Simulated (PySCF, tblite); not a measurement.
**C₈H₁₀Si: geometry, infrared bands and NMR shifts**

What infrared bands and NMR shifts should C₈H₁₀Si (`CC#CC1=C[Si@@H](C)C=C1`) show?

Programs: tblite 0.8.0 and PySCF 2.14.0, with density-fitted response routines of our own. Each step states its level of theory. These are calculated values for one molecule in the gas phase, unless marked as measured. Atoms are numbered from 0 throughout.

**1. The molecule as given**

19 atoms, charge 0, multiplicity 1; geometry from: force field or distance geometry start.

Bonds of the start (Å): C0–C1 1.48, C1–C2 1.20, C2–C3 1.49, C3–C4 1.32, C4–Si5 1.85, Si5–C6 1.82, Si5–C7 1.87, C7–C8 1.32, C8–C3 1.39, C0–H9 1.12, C0–H10 1.09, C0–H11 1.10, C4–H12 1.08, Si5–H13 1.44, C6–H14 1.13, C6–H15 1.11, C6–H16 1.13, C7–H17 1.08, C8–H18 1.12.

**2. Optimising the geometry with GFN2-xTB**

What the job is given:

```
{"job": {"kind": "relax", "xc": "GFN2-xTB", "basis": "xTB"}, "charge": 0, "multiplicity": 1}
C      4.342100    -0.738900    -0.123100
C      2.920900    -0.336300    -0.182600
C      1.761600    -0.036800    -0.214400
C      0.320700     0.324500    -0.289600
C     -0.543600    -0.586200    -0.697000
Si    -2.236100     0.169700    -0.663500
C     -3.370300    -0.638200     0.511700
C     -1.481200     1.754900    -0.013800
C     -0.180500     1.565000     0.087900
H      4.446100    -1.846700    -0.036200
H      4.883300    -0.434200    -1.016200
H      4.737900    -0.333700     0.815800
H     -0.392300    -1.601200    -1.026800
H     -2.705200     0.299100    -2.023200
H     -4.425200    -0.532600     0.120000
H     -3.312200    -0.323100     1.570900
H     -3.167900    -1.745400     0.504500
H     -2.054100     2.634800     0.217200
H      0.446100     2.414400     0.466100
```

The run is started by

```console
> OMP_NUM_THREADS=1 python probes_run.py task.json out
```

This one command runs all jobs of the session in turn.

The program printed:

```text
step      E/eV     max force
  0    -647.75141    4.815
  1    -648.06098    4.788
  2    -648.11190    4.778
  3    -648.22475    0.705
  4    -648.25031    0.440
  5    -648.28935    0.485
  6    -648.32187    0.412
  7    -648.33622    0.309
  8    -648.34627    0.182
  9    -648.35220    0.201
 10    -648.35723    0.204
 11    -648.36095    0.129
 12    -648.36291    0.086
 13    -648.36375    0.060
 14    -648.36439    0.070
 15    -648.36509    0.077
 16    -648.36582    0.062
 17    -648.36657    0.057
 18    -648.36733    0.065
 19    -648.36806    0.064
 20    -648.36870    0.060
 21    -648.36927    0.056
 22    -648.36976    0.051
 23    -648.37013    0.049
 24    -648.37040    0.047
 25    -648.37066    0.038
 26    -648.37097    0.050
 27    -648.37136    0.053
 28    -648.37179    0.047
 29    -648.37222    0.044
 30    -648.37265    0.056
 31    -648.37316    0.051
 32    -648.37375    0.054
 33    -648.37439    0.060
 34    -648.37513    0.067
 35    -648.37605    0.088
 36    -648.37712    0.085
 37    -648.37819    0.074
 38    -648.37922    0.059
 39    -648.38045    0.114
 40    -648.38215    0.142
 41    -648.38408    0.115
 42    -648.38547    0.077
 43    -648.38633    0.068
 44    -648.38695    0.055
 45    -648.38656    0.154
 46    -648.38785    0.050
 47    -648.38817    0.040
 48    -648.38874    0.036
 49    -648.38891    0.039
 50    -648.38922    0.036
 51    -648.38949    0.034
 52    -648.38977    0.045
 53    -648.39002    0.043
 54    -648.39030    0.034
 55    -648.39057    0.039
 56    -648.39089    0.042
 57    -648.39124    0.054
 58    -648.39162    0.041
 59    -648.39191    0.037
 60    -648.39211    0.045
 61    -648.39230    0.037
 62    -648.39258    0.036
 63    -648.39291    0.048
 64    -648.39341    0.058
 65    -648.39390    0.061
 66    -648.39435    0.044
 67    -648.39476    0.045
 68    -648.39523    0.047
 69    -648.39569    0.046
 70    -648.39606    0.050
 71    -648.39638    0.038
 72    -648.39667    0.052
 73    -648.39689    0.029
 74    -648.39708    0.038
 75    -648.39721    0.040
 76    -648.39738    0.037
 77    -648.39756    0.034
 78    -648.39776    0.026
 79    -648.39787    0.019
 80    -648.39792    0.018
 81    -648.39797    0.020
 82    -648.39804    0.019
 83    -648.39811    0.020
 84    -648.39817    0.015
 85    -648.39821    0.017
 86    -648.39825    0.018
 87    -648.39831    0.014
 88    -648.39835    0.012
 89    -648.39838    0.011
 90    -648.39841    0.013
 91    -648.39846    0.015
 92    -648.39853    0.016
 93    -648.39860    0.026
 94    -648.39866    0.016
 95    -648.39871    0.024
 96    -648.39876    0.019
 97    -648.39883    0.019
 98    -648.39889    0.017
 99    -648.39894    0.015
100    -648.39898    0.012
101    -648.39903    0.011
102    -648.39907    0.010
103    -648.39909    0.009
```

It took 0.68 s on 1 thread of Arm Neoverse V2, shared host.

The steps of the relaxation: (not every step is listed)

| step | energy from step 0 (eV) | largest force (eV/Å) |
| --- | --- | --- |
| 0 | 0.0000 | 4.8151 |
| 1 | -0.3096 | 4.7881 |
| 2 | -0.3605 | 4.7785 |
| 3 | -0.4733 | 0.7046 |
| 4 | -0.4989 | 0.4397 |
| 5 | -0.5379 | 0.4848 |
| 6 | -0.5705 | 0.4120 |
| 7 | -0.5848 | 0.3086 |
| 8 | -0.5949 | 0.1821 |
| 17 | -0.6152 | 0.0570 |
| 26 | -0.6196 | 0.0498 |
| 35 | -0.6246 | 0.0879 |
| 44 | -0.6355 | 0.0547 |
| 53 | -0.6386 | 0.0433 |
| 62 | -0.6412 | 0.0360 |
| 71 | -0.6450 | 0.0382 |
| 80 | -0.6465 | 0.0177 |
| 89 | -0.6470 | 0.0113 |
| 98 | -0.6475 | 0.0166 |
| 99 | -0.6475 | 0.0150 |
| 100 | -0.6476 | 0.0120 |
| 101 | -0.6476 | 0.0114 |
| 102 | -0.6477 | 0.0104 |
| 103 | -0.6477 | 0.0086 |

Close pairs (by a distance rule), those that changed most:

| bond | before (Å) | after (Å) | change (Å) |
| --- | --- | --- | --- |
| C2–C3 | 1.487 | 1.410 | -0.077 |
| C3–C8 | 1.390 | 1.467 | +0.077 |
| Si5–C6 | 1.822 | 1.899 | +0.077 |
| C6–H14 | 1.130 | 1.085 | -0.045 |
| C6–H16 | 1.126 | 1.085 | -0.040 |
| C8–H18 | 1.121 | 1.082 | -0.040 |
| C0–C1 | 1.478 | 1.445 | -0.033 |
| C3–C4 | 1.320 | 1.350 | +0.030 |

The next job starts from the end point, and lists it.

**3. Infrared spectrum with GFN2-xTB**

What the job is given:

```
{"job": {"kind": "ir", "xc": "GFN2-xTB", "basis": "xTB"}, "charge": 0, "multiplicity": 1}
C      4.352215    -0.613750    -0.061162
C      2.936011    -0.340525    -0.147087
C      1.754830    -0.120660    -0.226988
C      0.375529     0.159530    -0.314321
C     -0.565734    -0.721805    -0.712996
Si    -2.251184     0.113874    -0.691943
C     -3.509372    -0.641571     0.513020
C     -1.426119     1.693330    -0.062001
C     -0.110572     1.495612     0.048606
H      4.524720    -1.688285     0.001241
H      4.858021    -0.226635    -0.946314
H      4.774655    -0.134228     0.822169
H     -0.308478    -1.726744    -1.003579
H     -2.820926     0.276231    -2.037069
H     -4.390509    -0.013145     0.592070
H     -3.092547    -0.759385     1.508518
H     -3.829845    -1.618564     0.166125
H     -1.883312     2.639424     0.176491
H      0.602814     2.236545     0.382923
```

The program printed:

```text
mode    cm-1     km/mol
  1     -20.9      0.04
  2      57.8      0.59
  3      79.0      0.75
  4     113.4      0.16
  5     119.7      1.41
  6     148.4      1.52
  7     252.1      0.99
  8     263.3      1.05
  9     314.0     11.22
 10     342.0      2.64
 11     370.6     18.11
 12     448.0      0.17
 13     513.4     10.82
 14     538.6     17.45
 15     581.5     48.94
 16     622.0    102.41
 17     713.6     23.75
 18     746.8     12.67
 19     766.0      3.62
 20     774.3     70.70
 21     805.3     39.97
 22     817.6     33.66
 23     849.8    160.06
 24     861.2    137.87
 25     914.8      0.33
 26    1000.5      4.48
 27    1018.4     10.36
 28    1027.4      7.58
 29    1114.8      3.20
 30    1176.2     37.64
 31    1257.7      7.01
 32    1331.0      0.13
 33    1363.7      4.91
 34    1389.7      1.15
 35    1454.9      5.12
 36    1455.5      5.21
 37    1483.1      0.42
 38    1487.1      0.32
 39    1553.3     34.28
 40    1609.5      2.97
 41    2198.2    396.90
 42    2361.3     94.51
 43    2993.3     25.05
 44    2997.2     24.93
 45    3004.9     43.08
 46    3043.9     19.45
 47    3048.3     29.44
 48    3049.4     19.83
 49    3055.8     42.48
 50    3092.7     56.30
 51    3098.8     46.53
```

Wall time 0.67 s (1 thread of Arm Neoverse V2, shared host).

Which atoms move in the most intense modes:

| cm⁻¹ | km/mol | atoms |
| --- | --- | --- |
| 582 | 48.9 | H13 59 %, C3 15 % |
| 622 | 102.4 | H13 79 % |
| 774 | 70.7 | H17 31 %, H12 16 %, H18 13 %, C3 11 % |
| 850 | 160.1 | Si5 23 %, H15 14 %, C6 12 % |
| 861 | 137.9 | C4 17 %, C8 16 %, Si5 11 % |
| 2198 | 396.9 | H13 97 % |
| 2361 | 94.5 | C1 50 %, C2 48 % |
| 3093 | 56.3 | H17 86 % |

**4. Shielding tensors: PBE0/pcSseg-1**

The job, as its differences from that of step 3:

```diff
@@ -1,2 +1,2 @@
-{"job": {"kind": "ir", "xc": "GFN2-xTB", "basis": "xTB"}, "charge": 0, "multiplicity": 1}
+{"job": {"kind": "nmr", "xc": "PBE0", "basis": "pcSseg-1"}, "charge": 0, "multiplicity": 1}
 C      4.352215    -0.613750    -0.061162
```

Level: GIAO PBE0/pcSseg-1 NMR shielding, non-relativistic, gas phase.

The program printed:

```text
coarse grid: 16512 points
cycle   1  E = -599.6025712179  dE =  1.246e+00  |g| = 5.201e-01  |ddm| = 4.429e+00
cycle   2  E = -599.5978912415  dE =  4.680e-03  |g| = 5.378e-01  |ddm| = 1.188e+00
cycle   3  E = -599.6713544319  dE = -7.346e-02  |g| = 1.117e-01  |ddm| = 5.876e-01
cycle   4  E = -599.6741881873  dE = -2.834e-03  |g| = 4.871e-02  |ddm| = 1.569e-01
cycle   5  E = -599.6747551416  dE = -5.670e-04  |g| = 1.680e-02  |ddm| = 5.530e-02
cycle   6  E = -599.6748197171  dE = -6.458e-05  |g| = 5.838e-03  |ddm| = 2.140e-02
cycle   7  E = -599.6748283034  dE = -8.586e-06  |g| = 1.501e-03  |ddm| = 7.689e-03
final grid: 155312 points
cycle   8  E = -599.7297822345  dE = -3.179e-05  |g| = 8.705e-03  |ddm| = 7.670e-02
cycle   9  E = -599.7297713504  dE =  1.088e-05  |g| = 1.083e-02  |ddm| = 2.230e-02
cycle  10  E = -599.7298006585  dE = -2.931e-05  |g| = 2.750e-03  |ddm| = 1.375e-02
cycle  11  E = -599.7298024844  dE = -1.826e-06  |g| = 3.888e-04  |ddm| = 2.630e-03
cycle  12  E = -599.7298025150  dE = -3.064e-08  |g| = 1.625e-04  |ddm| = 5.183e-04
cycle  13  E = -599.7298025209  dE = -5.903e-09  |g| = 6.463e-05  |ddm| = 2.016e-04
cycle  14  E = -599.7298025220  dE = -1.109e-09  |g| = 1.275e-05  |ddm| = 8.789e-05
cycle  15  E = -599.7298025221  dE = -5.025e-11  |g| = 2.755e-06  |ddm| = 1.983e-05
converged SCF energy = -599.7298025221

GIAO shielding tensors (ppm)
atom      isotropic    diamagn.    paramagn.     s11        s22        s33       span
  0 C      180.928     254.744     -73.816    173.689    174.617    194.477     20.787
  1 C       87.303     270.025    -182.722     24.202     26.518    211.189    186.987
  2 C      100.104     245.133    -145.029      5.671     15.453    279.188    273.517
  3 C       38.388     268.935    -230.547    -74.865     52.112    137.916    212.781
  4 C       45.494     256.668    -211.174    -65.719     36.768    165.433    231.152
  5 Si     364.423     882.618    -518.194    302.153    383.679    407.438    105.285
  6 C      193.180     251.853     -58.673    191.112    191.919    196.508      5.396
  7 C       48.678     262.034    -213.356    -61.316     36.814    170.535    231.851
  8 C       29.559     252.310    -222.750    -89.361     48.275    129.764    219.125
  9 H       29.461      29.304       0.157     24.335     27.910     36.140     11.805
 10 H       29.443      27.896       1.547     24.477     27.664     36.188     11.711
 11 H       29.496      29.059       0.437     24.405     27.790     36.292     11.887
 12 H       25.292      34.321      -9.029     22.559     24.996     28.321      5.762
 13 H       26.861      29.137      -2.277     23.754     24.561     32.268      8.513
 14 H       31.348      27.075       4.274     26.618     28.367     39.060     12.441
 15 H       31.594      32.062      -0.468     26.778     29.603     38.401     11.623
 16 H       31.338      28.622       2.716     26.637     28.505     38.872     12.235
 17 H       25.436      31.273      -5.836     23.960     25.422     26.927      2.967
 18 H       24.635      33.280      -8.645     22.162     23.167     28.576      6.414
```

Run time: 31 s. Hardware: 1 thread of Arm Neoverse V2, shared host; peak memory 0.87 GiB.

Shifts follow as δ = σ(reference) − σ, with reference shieldings (ppm) from runs at the same level and on the same kind of geometry: ¹H TMS 31.72, ¹³C TMS 186.9, ²⁹Si TMS 349.2. The references are single molecules in the gas phase. Atoms listed in one row are averaged.

| atoms | environment | σ (ppm) | δ (ppm) | δ scaled to CDCl3 |
| --- | --- | --- | --- | --- |
| C8 | alkene CH | 29.6 | 157.4 | 151.7 |
| C3 | fully substituted alkene carbon | 38.4 | 148.5 | 143.1 |
| C4 | alkene CH | 45.5 | 141.4 | 136.1 |
| C7 | alkene CH | 48.7 | 138.2 | 133.0 |
| C1 | alkyne carbon | 87.3 | 99.6 | 95.3 |
| C2 | alkyne carbon | 100.1 | 86.8 | 82.8 |
| C0 | propargylic methyl carbon | 180.9 | 6.0 | 3.9 |
| C6 | methyl carbon bonded to Si | 193.2 | -6.3 | -8.0 |
| H18 | hydrogen on an alkene CH | 24.63 | 7.08 | 6.78 |
| H12 | hydrogen on an alkene CH | 25.29 | 6.42 | 6.16 |
| H17 | hydrogen on an alkene CH | 25.44 | 6.28 | 6.03 |
| H13 | hydrogen on a silicon bonded to 3 C, in a 5-membered ring | 26.86 | 4.86 | – |
| H9, H10, H11 | hydrogen on a propargylic methyl carbon | 29.47 | 2.25 | 2.23 |
| H14, H15, H16 | hydrogen on a methyl carbon bonded to Si | 31.43 | 0.29 | 0.38 |
| Si5 | silicon bonded to 3 C, H, in a 5-membered ring | 364.4 | -15.3 | – |

The scaled column applies a straight-line fit of computed shieldings to shifts measured in CDCl3 (root-mean-square error 0.16 ppm for H, 1.9 ppm for C).

The run also stored atomic charges by several schemes (e):

| atoms | Mulliken | IAO | Hirshfeld | ESP fit |
| --- | --- | --- | --- | --- |
| C0 | -0.20 | -0.44 | -0.10 | -0.58 |
| C1 | -0.30 | -0.03 | -0.04 | 0.31 |
| C2 | 0.30 | -0.07 | -0.07 | -0.57 |
| C3 | -0.42 | 0.00 | 0.00 | 0.53 |
| C4 | -0.32 | -0.44 | -0.15 | -0.66 |
| Si5 | 0.90 | 0.90 | 0.36 | 0.82 |
| C6 | -0.62 | -0.71 | -0.21 | -0.59 |
| C7 | -0.38 | -0.44 | -0.15 | -0.55 |
| C8 | -0.03 | -0.13 | -0.04 | -0.15 |

Mayer bond orders: C0–C1 1.25, C1–C2 2.25, C2–C3 1.04, C3–C4 1.79, C4–Si5 0.87, Si5–C6 0.97, Si5–C7 0.87, C7–C8 1.86, C8–C3 1.08.

Ring of atoms C3, C4, Si5, C7, C8: NICS(0) 0.5, NICS(1) -2.1, NICS(1)zz 1.0 ppm (means of both faces).

**5. Summary of results**

| quantity | value |
| --- | --- |
| strongest single infrared mode (GFN2-xTB) | 2198 cm⁻¹, 397 km/mol |
| zero-point energy (GFN2-xTB) | 91.0 kcal/mol |
| ¹³C shifts against TMS (PBE0/pcSseg-1) | 157.4, 148.5, 141.4, 138.2, 99.6, 86.8, 6.0, -6.3 ppm |
| ¹H shifts against TMS (PBE0/pcSseg-1, means over atoms taken as alike) | 7.08, 6.42, 6.28, 4.86, 2.25, 0.29 ppm |
| ²⁹Si shifts against TMS (PBE0/pcSseg-1) | -15.3 ppm |

Relaxing lowered the energy by 0.648 eV in 103 steps; the close pair that moved most is C2–C3, from 1.487 to 1.410 Å. The lowest mode is imaginary (21i cm⁻¹), so the xTB geometry is not a minimum. The strongest single mode, at 2198 cm⁻¹, moves mainly H13. Unscaled tight-binding wavenumbers are off by several per cent, some by more. Its intensities can rank the bands wrongly. At PBE0/pcSseg-1: Shielding is most anisotropic at C2 (span 274 ppm, paramagnetic term -145 ppm).
